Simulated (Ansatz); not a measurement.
# HfN+ (quintet): from Hartree-Fock to the top rungs, def2-QZVPP

One table from this session's results is given with a row withheld; the runs are named, their logs left out.

Computed with Ansatz 0.2.0, Gaussian basis. Level: def2-QZVPP, core rule «outside noble gas», up to 5 orbitals frozen.

Plan: UHF; ROHF; CCSD(T) on UHF.

## The system

The geometry is a PBE0/def2-TZVP stationary point (not a proven minimum). No spin-orbit coupling is included. Elements past krypton take def2 core potentials.

2 atoms, charge 1, spin multiplicity 5.

Atoms are counted from 1 here; the program's logs count them from 0.

Bond lengths: Hf1–N2 2.049 Å.

As a file:

```xyz
2
charge 1, multiplicity 5
Hf    0.00000    0.00000    0.00000
N     0.00000    0.00000    2.04860
```

Set-up of the first run:

Input file in.yaml:

```yaml
crystal:
  periodic: [false, false, false]
  atoms:
    - {symbol: Hf, position_ang: [0.000000, 0.000000, 0.000000]}
    - {symbol: N, position_ang: [0.000000, 0.000000, 2.048600]}
basis:
  gaussian: {orbitals: "def2-QZVPP.json"}
total_charge: 1
magnetization: {spin_polarized: true, initial_magnetization: 4}
hamiltonian: {xc: hf}
output: {orbitals: {seedname: orbitals}}
```

The run is started by

```console
ansatz run in.yaml --threads 1 --pin off --events-out ev --progress --plain --max-ram 4096MiB --backend cpu
```

Among the steps run: UHF; ROHF; CCSD(T) on UHF.

One table of the session follows, with a row left open; its other results are not shown here.

```
  method  from UCCSD(T) (kJ/mol)
    ROHF                       ?
     UHF                  +526.0
    UMP2                   +68.9
   UCCSD                   +22.9
UCCSD(T)                       0
```

**Question.** Estimate the row for ROHF.

The run gave: from UCCSD(T) (kJ/mol): +548.3. In the column «from UCCSD(T) (kJ/mol)» it is the highest.
